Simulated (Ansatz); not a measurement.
# C₃H₁₁BN₂: small, medium and large basis sets

One table from this session's results is given with a row withheld; the runs are named, their logs left out.

Computed with Ansatz 0.2.0, Gaussian basis. Level: one geometry, several basis sets.

Plan: PBE0-D4/def2-SVP; ωB97M-V/def2-SVP; PBE0-D4/def2-QZVPP; ωB97M-V/def2-QZVPP; the functionals' def2-TZVPP values are taken from earlier runs.

**The relaxed structure**

An earlier PBE0-D4 in a triple-zeta def2 set relaxation fixed the geometry.

SMILES `CC(C)B(N)N`, 17 atoms, charge 0, spin multiplicity 1.

Atoms are counted from 1 here; the program's logs count them from 0.

Bond lengths: C1–C2 1.531 Å, C1–H7 1.095 Å, C1–H8 1.095 Å, C1–H9 1.093 Å, C2–C3 1.524 Å, C2–B4 1.593 Å, C2–H10 1.099 Å, C3–H11 1.093 Å, C3–H12 1.095 Å, C3–H13 1.096 Å, B4–N5 1.414 Å, B4–N6 1.416 Å, N5–H14 1.003 Å, N5–H15 1.004 Å, N6–H16 1.004 Å, N6–H17 1.003 Å. Angles: C2–C1–H7 111.4°, C2–C1–H8 110.8°, C2–C1–H9 112.0°, H7–C1–H8 107.4°, H7–C1–H9 107.8°, H8–C1–H9 107.3°, C1–C2–C3 110.2°, C1–C2–B4 110.2°, C1–C2–H10 107.4°, C3–C2–B4 114.2°, C3–C2–H10 107.6°, B4–C2–H10 107.1°, C2–C3–H11 112.0°, C2–C3–H12 111.4°, C2–C3–H13 111.2°, H11–C3–H12 107.7°, H11–C3–H13 107.7°, H12–C3–H13 106.5° and more.

Geometry (Å):

```xyz
17
charge 0, multiplicity 1
C    -0.4568   -1.6760   -0.0102
C     0.3084   -0.4325    0.4515
C     1.7346   -0.4623   -0.0848
B    -0.5036    0.8849    0.0718
N    -0.0993    1.6912   -1.0165
N    -1.6568    1.2184    0.8233
H     0.0586   -2.5951    0.2880
H    -0.5505   -1.6919   -1.1008
H    -1.4680   -1.7106    0.4025
H     0.3654   -0.4712    1.5485
H     2.3140    0.4052    0.2421
H     2.2664   -1.3605    0.2446
H     1.7460   -0.4777   -1.1806
H     0.7222    1.4894   -1.5550
H    -0.5856    2.5159   -1.3199
H    -2.2526    2.0034    0.6302
H    -1.9616    0.6689    1.6051
```

The first run:

File in.yaml:

```yaml
crystal:
  periodic: [false, false, false]
  atoms:
    - {symbol: C, position_ang: [-0.456760, -1.676033, -0.010222]}
    - {symbol: C, position_ang: [0.308361, -0.432477, 0.451529]}
    - {symbol: C, position_ang: [1.734627, -0.462254, -0.084825]}
    - {symbol: B, position_ang: [-0.503559, 0.884852, 0.071845]}
    - {symbol: N, position_ang: [-0.099321, 1.691243, -1.016451]}
    - {symbol: N, position_ang: [-1.656770, 1.218448, 0.823293]}
    - {symbol: H, position_ang: [0.058611, -2.595142, 0.287955]}
    - {symbol: H, position_ang: [-0.550496, -1.691925, -1.100767]}
    - {symbol: H, position_ang: [-1.468003, -1.710573, 0.402495]}
    - {symbol: H, position_ang: [0.365442, -0.471223, 1.548544]}
    - {symbol: H, position_ang: [2.313995, 0.405226, 0.242149]}
    - {symbol: H, position_ang: [2.266362, -1.360468, 0.244562]}
    - {symbol: H, position_ang: [1.746014, -0.477712, -1.180642]}
    - {symbol: H, position_ang: [0.722236, 1.489358, -1.554962]}
    - {symbol: H, position_ang: [-0.585597, 2.515897, -1.319933]}
    - {symbol: H, position_ang: [-2.252613, 2.003406, 0.630191]}
    - {symbol: H, position_ang: [-1.961630, 0.668876, 1.605138]}
basis:
  gaussian: {orbitals: def2-SVP}
hamiltonian: {xc: pbe0, dispersion: d4}
output: {orbitals: {seedname: orbitals}}
```

Launch:

```
> ansatz run in.yaml --threads 4 --pin off --events-out ev --progress --plain --max-ram 11315MiB
```

Steps of the session up to this table: PBE0-D4 in def2-SVP; ωB97M-V in def2-SVP; PBE0-D4 in def2-QZVPP; ωB97M-V in def2-QZVPP.

One of the session's tables, all rows but one given; the rest of the session is left out.

It belongs to the step «Functionals by basis». 

```
functional       basis  HOMO (eV)  LUMO (eV)
   PBE0-D4    def2-SVP      -6.50       1.69
   PBE0-D4  def2-TZVPP      -6.77       0.86
   PBE0-D4  def2-QZVPP      -6.82       0.44
   ωB97M-V    def2-SVP      -8.89       3.29
   ωB97M-V  def2-TZVPP      -9.16       2.17
   ωB97M-V  def2-QZVPP          ?          ?
```

Q: Estimate the row for ωB97M-V, def2-QZVPP from the others.

**Answer.** HOMO (eV): -9.20; LUMO (eV): 1.45. In the column «HOMO (eV)» it is the lowest.
